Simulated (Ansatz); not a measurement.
Be3Si, space group I4/mmm, a band structure

Run with the Ansatz DFT code, driven from Python.

`be3si.vasp`
```text
Be3Si
1.0
  -1.70556600    1.70556600    3.42313300
   1.70556600   -1.70556600    3.42313300
   1.70556600    1.70556600   -3.42313300
Be Si
3 1
Direct
   0.75000000    0.25000000    0.50000000
   0.25000000    0.75000000    0.50000000
   0.50000000    0.50000000    0.00000000
   0.00000000    0.00000000    0.00000000
```

`run_bands.py`:
```python
'''Band structure of Be3Si.'''

import ansatz as az
from ase.io import read
import numpy as np


def main() -> None:
    atoms = read('be3si.vasp', format='vasp')
    system = az.Crystal.from_ase(atoms)

    # high-symmetry points in fractions of the reciprocal vectors
    path = [
        ('G', (0.0, 0.0, 0.0)),
        ('X', (0.0, 0.0, 0.5)),
        ('P', (0.25, 0.25, 0.25)),
        ('N', (0.0, 0.5, 0.0)),
        ('G', (0.0, 0.0, 0.0)),
        ('M', (0.5, 0.5, -0.5)),
    ]
    setup = system.calculation()
    setup = setup.kpoints(length=20).pseudopotentials('paw')
    setup = setup.occupations('fermi_dirac', width=0.15)
    setup = setup.functional('pbe')
    setup = setup.band_structure([point for _, point in path], intervals=4)
    setup = setup.band_table()
    setup = setup.forces()
    result = setup.run(threads=1, pin='off')
    rep = result.report

    print(f'free energy      {rep["free_energy_ev"]:.5f} eV')
    print(f'per atom         {rep["free_energy_ev"] / len(result.lattice.sites):.5f} eV')
    print(f'SCF iterations   {rep["n_iterations"]}  (converged: {rep["converged"]})')

    edges = rep.get('band_edges_ev')
    if edges:
        print(f'band edges on the mesh: {edges[0]:.3f} and {edges[1]:.3f} eV, gap {edges[1] - edges[0]:.3f} eV')
    else:
        print('no band edges reported; Fermi level', round(rep['fermi_energy_ev'], 3), 'eV')

    if result.unlabelled_reasons:
        print('not a label:', result.unlabelled_reasons)
    else:
        print(result.training_frame().splitlines()[0], 'atoms in the frame')

    bands = result.band_structure()
    fermi = bands.fermi_energy_ev
    for spin, channel in enumerate(bands.channels):
        print('channel', spin, '- levels within 6 eV of the Fermi level')
        for i, (label, _) in enumerate(path):
            levels = channel.eigenvalues_ev[i * 4] - fermi
            print(f'  {label:3s}', ' '.join(f'{e:7.3f}' for e in levels if abs(e) < 6))


if __name__ == '__main__':
    main()
```

```console
$ python run_bands.py
DeckWarning: basis.ecutwfc = 420 eV, auto-derived from the records' recommended cutoffs: set by Be (normal level)
DeckWarning: crystal.symmetry: narrowed to the stabiliser of the k-point mesh — unitary ops 16 → 4; excluded 12 operations that carry a point of the 7×7×8 mesh (shift [0, 0, 0]) off the mesh (the run samples exactly the mesh kpoints.mp_grid names, as under crystal.symmetry.detect: false, and its converged state has [...]
free energy      -913.06266 eV
per atom         -228.26567 eV
SCF iterations   6  (converged: True)
no band edges reported; Fermi level 8.769 eV
4 atoms in the frame
channel 0 - levels within 6 eV of the Fermi level
  G    -3.366  -0.589  -0.585   0.158   0.161   0.858   1.155   2.221
  X    -5.803  -5.120  -3.101  -1.446   2.562   3.050   5.423
  P    -5.770  -1.004  -0.159   0.207   0.208
  N    -3.868  -3.468   0.304   0.759   3.180   5.232   5.993
  G    -3.366  -0.589  -0.585   0.158   0.161   0.858   1.155   2.221
  M    -3.232  -3.228   0.879   1.322
```
(Warnings from the package without file and line, shortened.)

Reading the output:
- Total energies depend on the potentials; only differences at equal settings carry meaning.
- The computed bands are complete only to about 2.2 eV above the Fermi level.
- The mesh is modest for a metal, so energies can be off by several to tens of meV an atom and pressures by half a GPa or more; differences at equal mesh fare better.
- An absolute Fermi energy rests on an arbitrary zero of the periodic potential and has no direct meaning.
- The smearing is wide enough that free energy and stress hold a thermal part of the electrons.
- The structure comes from a database of computed cells and needn't be a stable or known phase.
- Gaps and levels are Kohn-Sham values on a finite set of k-points.

(Lines on the test bed's own set-up are left out of the output.)
